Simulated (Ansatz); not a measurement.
**C2H5NSi: small, medium and large basis sets**

An exercise on one series of results from a longer session: the logs are not shown, and one member is left open.

Computed with Ansatz 0.2.0, Gaussian basis. Level: one geometry, several basis sets.

Levels to be run: PBE0-D4/def2-SVP; ωB97M-V/def2-SVP; PBE0-D4/def2-QZVPP; ωB97M-V/def2-QZVPP; the functionals' def2-TZVPP values are taken from earlier runs.

**Structure used throughout**

An earlier PBE0-D4 in a triple-zeta def2 set relaxation fixed the geometry.

SMILES `N=C1C[SiH2]1`, 9 atoms, charge 0, spin multiplicity 1.

Atoms are counted from 1 here; the program's logs count them from 0.

Bond lengths: N1–C2 1.256 Å, N1–H5 1.026 Å, C2–C3 1.510 Å, C2–Si4 1.837 Å, C3–Si4 1.883 Å, C3–H6 1.090 Å, C3–H7 1.089 Å, Si4–H8 1.479 Å, Si4–H9 1.479 Å. Angles: C2–N1–H5 110.6°, N1–C2–C3 139.8°, N1–C2–Si4 152.5°, C3–C2–Si4 67.7°, C2–C3–Si4 64.5°, C2–C3–H6 116.2°, C2–C3–H7 116.2°, Si4–C3–H6 119.5°, Si4–C3–H7 119.6°, H6–C3–H7 112.7°, C2–Si4–C3 47.9°, C2–Si4–H8 120.6°, C2–Si4–H9 120.6°, C3–Si4–H8 118.6°, C3–Si4–H9 118.6°, H8–Si4–H9 114.4°.

The first run:

in.yaml

```yaml
crystal:
  periodic: [false, false, false]
  atoms:
    - {symbol: N, position_ang: [-1.184780, 0.954146, -1.318477]}
    - {symbol: C, position_ang: [-0.516842, 0.311277, -0.470553]}
    - {symbol: C, position_ang: [0.903377, 0.191636, 0.028944]}
    - {symbol: Si, position_ang: [-0.350887, -0.932973, 0.870636]}
    - {symbol: H, position_ang: [-0.582148, 1.603260, -1.837111]}
    - {symbol: H, position_ang: [1.297740, 1.052418, 0.567968]}
    - {symbol: H, position_ang: [1.624770, -0.234175, -0.667627]}
    - {symbol: H, position_ang: [-0.328560, -2.378695, 0.557437]}
    - {symbol: H, position_ang: [-0.774168, -0.613194, 2.251684]}
basis:
  gaussian: {orbitals: def2-SVP}
hamiltonian: {xc: pbe0, dispersion: d4}
output: {orbitals: {seedname: orbitals}}
```

Command:

```console
$ ansatz run in.yaml --threads 2 --pin off --events-out ev --progress --plain --max-ram 4352MiB
```

Steps of the session up to this table: PBE0-D4 in def2-SVP; ωB97M-V in def2-SVP; PBE0-D4 in def2-QZVPP; ωB97M-V in def2-QZVPP.

One of the session's tables, all rows but one given; the rest of the session is left out.

It belongs to the step «Density functionals: the series». 

```
functional       basis  HOMO (eV)
   PBE0-D4    def2-SVP      -6.58
   PBE0-D4  def2-TZVPP      -6.74
   PBE0-D4  def2-QZVPP          ?
   ωB97M-V    def2-SVP      -8.76
   ωB97M-V  def2-TZVPP      -8.94
   ωB97M-V  def2-QZVPP      -8.97
```

**Question.** Estimate the row for PBE0-D4, def2-QZVPP.

The run gave: HOMO (eV): -6.76. In the column «HOMO (eV)» it lies between ωB97M-V, def2-SVP (-8.76) and PBE0-D4, def2-TZVPP (-6.74).
